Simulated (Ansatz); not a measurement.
# GaO+ (singlet): wave-function methods side by side at distance O1–Ga2 = 1.671 Å, cc-pVDZ

An exercise on one series of results from a longer session: the logs are not shown, and one member is left open.

Program: Ansatz 0.2.0, Gaussian basis. Level of theory: cc-pVDZ, core rule «outside noble gas», up to 15 orbitals frozen. These are calculated values, not measurements.

The runs, in order: UHF; CCSD(T) on RHF; CCSD(T) on UHF; BCCD(T) on RHF; CISD; CCSDT(Q) on RHF; CCSDT(Q) on UHF; CCSDTQ on RHF; CCSDTQ on UHF; CASSCF and MRCISD+Q, 2 electrons in 2 orbitals; CASSCF and NEVPT2, 2 electrons in 2 orbitals; CASSCF and MRCISD+Q, 8 electrons in 8 orbitals; CASSCF and NEVPT2, 8 electrons in 8 orbitals; Full CI.

4 further runs of the same task are left out: 4 for a known fault of the program. Runs told in other sessions of the task aren't counted.

### What is computed

The geometry derives from a PBE0/def2-TZVP stationary point (not a proven minimum). One bond is set to the value named and the two fragments are kept rigid. No spin-orbit coupling is included. The filled d shell of Ga may be among the frozen orbitals whatever the setting's name suggests.

2 atoms, charge 1, spin multiplicity 1.

Atoms are counted from 1 here; the program's logs count them from 0.

Bond lengths: O1–Ga2 1.671 Å.

Set-up of the first run:

in.yaml reads:

```yaml
crystal:
  periodic: [false, false, false]
  atoms:
    - {symbol: O, position_ang: [0.000000, 0.000000, 0.000000]}
    - {symbol: Ga, position_ang: [0.000000, 0.000000, 1.671000]}
basis:
  gaussian: {orbitals: cc-pVDZ}
total_charge: 1
magnetization: {spin_polarized: true, initial_magnetization: 0}
hamiltonian: {xc: hf}
output: {orbitals: {seedname: orbitals}}
```

Command:

```sh
$ ansatz run in.yaml --threads 1 --pin off --events-out ev --progress --plain --max-ram 2816MiB --backend cpu
```

Steps of the session up to this table: UHF; CCSD(T) on RHF; CCSD(T) on UHF; BCCD(T) on RHF; CISD; CCSDT(Q) on RHF; CCSDT(Q) on UHF; CCSDTQ on RHF; CCSDTQ on UHF; CASSCF and MRCISD+Q, 2 electrons in 2 orbitals; CASSCF and NEVPT2, 2 electrons in 2 orbitals; CASSCF and MRCISD+Q, 8 electrons in 8 orbitals; CASSCF and NEVPT2, 8 electrons in 8 orbitals; Full CI.

One table of the session follows, with a row left open; its other results are not shown here.

| method | from FCI (kcal/mol) |
| --- | --- |
| RHF | +169.79 |
| UHF | +119.86 |
| RMP2 | +20.07 |
| RCCSD | +9.76 |
| RCCSD(T) | ? |
| BCCD(T) | +1.72 |
| RCCSDT | +1.04 |
| RCCSDT(Q) | -0.77 |
| RCCSDTQ | +0.02 |
| CASSCF valence | +63.97 |
| NEVPT2 valence | +13.94 |
| MRCISD valence | +3.68 |
| MRCISD+Q valence | +1.84 |
| FCI | 0 |

Q: Estimate the row for RCCSD(T) from the others.

The run gave: from FCI (kcal/mol): +1.48. In the column «from FCI (kcal/mol)» it lies between RCCSDT (+1.04) and BCCD(T) (+1.72).

Caveats from the session: The determinant of HF (⟨S²⟩ 1.01) is far from a pure spin state, so its energy mixes those of several spin states; that is harmless only where they are near-degenerate. Left out of the table: CASSCF pair, NEVPT2 pair, MRCISD pair, MRCISD+Q pair (the active space lost an orbital or holds another state than full CI finds). RCCSDT(Q) falls below full CI, which methods that aren't variational can do.
